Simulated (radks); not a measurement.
# Sb inside a hard spherical wall

What does compression do to the levels of Sb? A hard sphere of shrinking radius stands in for pressure; the configuration is held at [Kr] 4d10 5s2 5p3.

Program: radks (a radial shooting solver on a logarithmic mesh, Libxc functionals) version 1. Level of theory: scalar-relativistic Kohn-Sham, PBE, spin-polarised, spherical densities, point nucleus; open shells are filled with parallel spins first. These are calculated values, not measurements, unless marked.

### Step 1. The system

```
element       : antimony (Z = 51)
charge        : 0
electrons     : 51
configuration : [Kr] 4d10 5s2 5p3
```

The outer shells:

Sb
```
[Kr] core
4d [↑↓][↑↓][↑↓][↑↓][↑↓]
5s [↑↓]
5p [↑ ][↑ ][↑ ]
```

### Step 2. The free atom

Input:

```text
Z 51
configuration [Kr] 4d10 5s2 5p3 6s0 4f0 5d0
relativity scalar-relativistic
functional pbe,pbe
spin polarised
nucleus point
c 137.035999084
```

### Step 3. Wall at 10 bohr

Input: that of step 2 with these lines changed.

```diff
@@ -6,2 +6,3 @@
 nucleus point
+wall 10 bohr
 c 137.035999084
```

### Step 4. Wall at 8 bohr

Input: that of step 3 with these lines changed.

```diff
@@ -6,3 +6,3 @@
 nucleus point
-wall 10 bohr
+wall 8 bohr
 c 137.035999084
```

### Step 5. Wall at 7 bohr

Input: that of step 4 with these lines changed.

```diff
@@ -6,3 +6,3 @@
 nucleus point
-wall 8 bohr
+wall 7 bohr
 c 137.035999084
```

### Step 6. Wall at 4 bohr

Input: that of step 5 with these lines changed.

```diff
@@ -6,3 +6,3 @@
 nucleus point
-wall 7 bohr
+wall 4 bohr
 c 137.035999084
```

### Step 7. Wall at 3.5 bohr

Input: that of step 6 with these lines changed.

```diff
@@ -6,3 +6,3 @@
 nucleus point
-wall 4 bohr
+wall 3.5 bohr
 c 137.035999084
```

### Step 8. Wall at 2.5 bohr

Input: that of step 7 with these lines changed.

```diff
@@ -6,3 +6,3 @@
 nucleus point
-wall 3.5 bohr
+wall 2.5 bohr
 c 137.035999084
```

### Step 9. Wall at 2 bohr

Input: that of step 8 with these lines changed.

```diff
@@ -6,3 +6,3 @@
 nucleus point
-wall 2.5 bohr
+wall 2 bohr
 c 137.035999084
```

**Question.** What will these runs give? Wanted: for each run, R; E − E(free); ε(5p); ε(6s, empty); ε(5d, empty); ε(4f, empty); pressure.

**Answer**, as computed:

```
R (bohr)  E − E(free) (eV)  ε(5p) (eV)  ε(6s, empty) (eV)  ε(5d, empty) (eV)  ε(4f, empty) (eV)  pressure (GPa)
    free             0.000      -5.467                  -                  -                  -               0
      10             0.007      -5.447              0.050              1.486              4.547         0.00788
       8             0.087      -5.317              1.390              2.410              6.812           0.144
       7             0.299      -5.072              3.020              3.352              8.666           0.647
       4            14.704       2.176             31.804             17.579             24.326             112
     3.5            30.506       7.824             50.799             26.774             31.269             323
     2.5            161.74      43.228             152.28             76.452             59.365            4205
       2            453.44      105.56             302.72             151.52             94.272           22031
```

What this shows: Eigenvalues are for spin up. At the tightest wall, 2 bohr, the energy stands 453.44 eV above the free atom and the pressure, −dE/dV, is 22031 GPa. Of the levels in the table that exist at both ends, 5p rises most from the free atom (111.02 eV). From R = 4 bohr inwards the highest occupied level lies above zero, pushed up by confinement. Shells are not refilled when levels cross, and a hard wall is a model, not a crystal.
